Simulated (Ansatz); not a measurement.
# CdBr2: the cost of one run

Computed with Ansatz 0.2.0 (DFT r2SCAN, scalar-relativistic, plane waves, PAW, unless a step's input says otherwise).

The COD entry's cell or inner coordinates are ideal or old and differ from later refinements, so a difference from it is no clean test against experiment.

### 1 The structure to begin with

Symmetry: R-3m, No. 166, trigonal system. Conventional cell: a = 3.950 Å, b = 3.950 Å, c = 18.670 Å, α = 90.00°, β = 90.00°, γ = 120.00°. Cd (site symmetry -3m) has 6 Br at 2.76 Å in its first shell of neighbours. Br (site symmetry 3m) is surrounded by 3 Cd at 2.76 Å.

As a file:

```
Cd Br
1.0
     1.97500    1.14027    6.22333
    -1.97500    1.14027    6.22333
     0.00000   -2.28053    6.22333
Cd Br
1 2
Direct
  0.00000 0.00000 0.00000
  0.25000 0.25000 0.25000
  0.75000 0.75000 0.75000
```

Source of the structure: the Crystallography Open Database.

### 2 A first look at the start

The input, input.yaml:

```yaml
crystal:
  lattice:
    - [1.9749999253, 1.1402667385, 6.22333]
    - [-1.9749999253, 1.1402667385, 6.22333]
    - [0.0, -2.2805334771, 6.22333]
  atoms:
    - { symbol: Cd, position: [0.0, 0.0, 0.0] }
    - { symbol: Br, position: [0.25, 0.25, 0.25] }
    - { symbol: Br, position: [0.75, 0.75, 0.75] }
basis:
  ecutwfc: 500
kpoints:
  mp_grid: { grid: [6, 6, 6] }
hamiltonian:
  xc: r2scan
scf:
  occupations: { method: gaussian, width: 0.1 }
output:
  forces: true
  stress: true
  eigenvalues: true
```

Launch:

```console
ansatz run input.yaml --threads 1 --pin off --max-ram 2560MiB --backend cpu --events-out ev --progress --plain --runs-dir out
```

What time and memory should one allow on 1 thread of Arm Neoverse V1, shared host?

About 8.3 s, with a peak of 0.55 GiB.
